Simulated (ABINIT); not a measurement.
SrTb:

```
Tb Sr
1.0
     3.81533    0.00000    0.00000
    -1.90766    3.30417    0.00000
     0.00000    0.00000    6.35777
Tb Sr
1 1
Direct
  0.33333 0.66667 0.00000
  0.66667 0.33333 0.50000
```

The cell comes from a database or a generator and needn't be the stable form of this composition.

Alike in all runs: program ABINIT 10.8.3 (patched build); functional PBE; potentials or basis JTH PAW PBE v2.0; cutoff 544 eV; k mesh 8 × 8 × 4; occupations fermi-dirac, width 0.05 eV.

The same cell was started in several ways:

| start | free energy over the lowest (meV/atom) | net moment (μB) | site or absolute moments (μB) | gap |
| --- | --- | --- | --- | --- |
| collinear spin, ferromagnetic start of up to 6 μB (run 3 of the same settings) | 0.0 | 6.24 | Tb +5.87; Sr +0.00 | none (metal or under the smearing width) |
| collinear spin, ferromagnetic start of up to 6 μB (run 2 of the same settings) | 1845.8 | 0.13 | Tb +0.10; Sr -0.01 | none (metal or under the smearing width) |
| collinear spin, ferromagnetic start of up to 7 μB | 52.3 | 6.34 | Tb +5.91; Sr +0.01 | none (metal or under the smearing width) |

The spin-polarised runs without a constraint all converged, yet they end up to 1846 meV/atom apart: a converged run can sit in a state that isn't the lowest. A still lower state may exist.

Caveats: the magnetic or orbital state may not be the lowest; spin-orbit coupling is left out, which moves the levels of the heavy elements; without U or exact exchange the open f shell lies at the Fermi level, which spoils levels, moments and volumes; the moment fell far below its start of 6 μB, so a state of higher moment may lie lower in energy (some runs).
